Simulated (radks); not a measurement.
# Valence configurations of Cu²⁺

One table from this session's results is given with a row withheld; the runs are named, their logs left out.

Program: radks (a radial shooting solver on a logarithmic mesh, Libxc functionals) version 1. Level of theory: scalar-relativistic Kohn-Sham, r2SCAN, spin-polarised, spherical densities, finite nucleus; open shells are filled with parallel spins first. These are calculated values, not measurements, unless marked.

## The atom as given

```
element            : copper (Z = 29)
charge             : +2
electrons          : 27
configuration      : [Ar] 3d9
nuclear rms radius : 3.8823 fm
others tried       : 3d8.5 4p0.5; 3d8 4s1; 3d8 4s0.5 4p0.5; 3d8.5 4s0.5; 3d8 4p1; 3d7.5 4s0.5 4p1; 3d7 4s1 4p1; 3d6.5 4s1.5 4p1; 3d7 4p2
```

The outer shells:

Cu²⁺
```
[Ar] core
3d [↑↓][↑↓][↑↓][↑↓][↑ ]
```

The first run:

Settings of this run:

```text
Z 29
configuration [Ar] 3d9
relativity scalar-relativistic
functional r2scan,r2scan
spin polarised
nucleus finite rms 3.8823 fm
c 137.035999084
```

Among the steps run: [Ar] 3d9.

One of the session's tables, all rows but one given; the rest of the session is left out.

It belongs to the step «[Ar] 3d9». Radial moments (bohr):

```
  level     <r>  outermost maximum (interpolated)  90 % within  nodes
  2p up  0.2064                             0.158        0.337      0
2p down  0.2063                             0.158        0.337      0
  3s up  0.7091                             0.612         1.06      2
3s down  0.7101                             0.613         1.06      2
  3p up  0.7443                             0.619         1.15      1
3p down  0.7459                             0.620         1.15      1
  3d up       ?                                 ?            ?      ?
3d down  0.9240                             0.602         1.60      0
```

Q: Estimate the row for 3d up from the others.

As computed: <r>: 0.9107; outermost maximum (interpolated): 0.599; 90 % within: 1.57; nodes: 0. In the column «<r>» it lies between 3p down (0.7459) and 3d down (0.9240).
